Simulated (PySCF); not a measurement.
# BiF4: the cost of one run

Computed with PySCF 2.14.0. Level: each script names its method and basis.

1 further run of the same task is left out (for a known fault of the program).

### 1 Where the work starts

BiF4: 5 atoms, charge 0, spin multiplicity 2.

Bond lengths: Bi1–F2 2.072 Å, Bi1–F3 2.072 Å, Bi1–F4 2.028 Å, Bi1–F5 2.028 Å. Angles: F2–Bi1–F3 128.3°, F2–Bi1–F4 106.2°, F2–Bi1–F5 106.2°, F3–Bi1–F4 106.2°, F3–Bi1–F5 106.2°, F4–Bi1–F5 100.7°.

Coordinates:

```xyz
5
charge 0, multiplicity 2
Bi    0.00000    0.00000   -0.01000
F     0.00000    1.86460   -0.91400
F     0.00000   -1.86460   -0.91400
F     1.56150    0.00000    1.28370
F    -1.56150    0.00000    1.28370
```

### 2 The base run

File input.py:

```python
from pyscf import gto, dft

mol = gto.M(
    atom='Bi 0 0 -0.01; F 0 1.8646 -0.914; F 0 -1.8646 -0.914; F 1.5615 0 1.2837; F -1.5615 0 1.2837',
    basis='def2-svp',
    ecp={'Bi': 'def2-svp'},
    charge=0,
    spin=1,
    verbose=4,
)
mf = dft.UKS(mol, xc='lc_wpbe')
mf.kernel()
mf.dip_moment()
print('orbital energies (hartree):', [e[max(0, n-3):n+3].round(4) for e, n in zip(mf.mo_energy, mol.nelec)])
```

On the command line:

```bash
$ OMP_NUM_THREADS=1 python input.py
```

What time and memory should one allow on 1 thread of Arm Neoverse N1, shared host?

About 27 s, with a peak of 0.38 GiB.
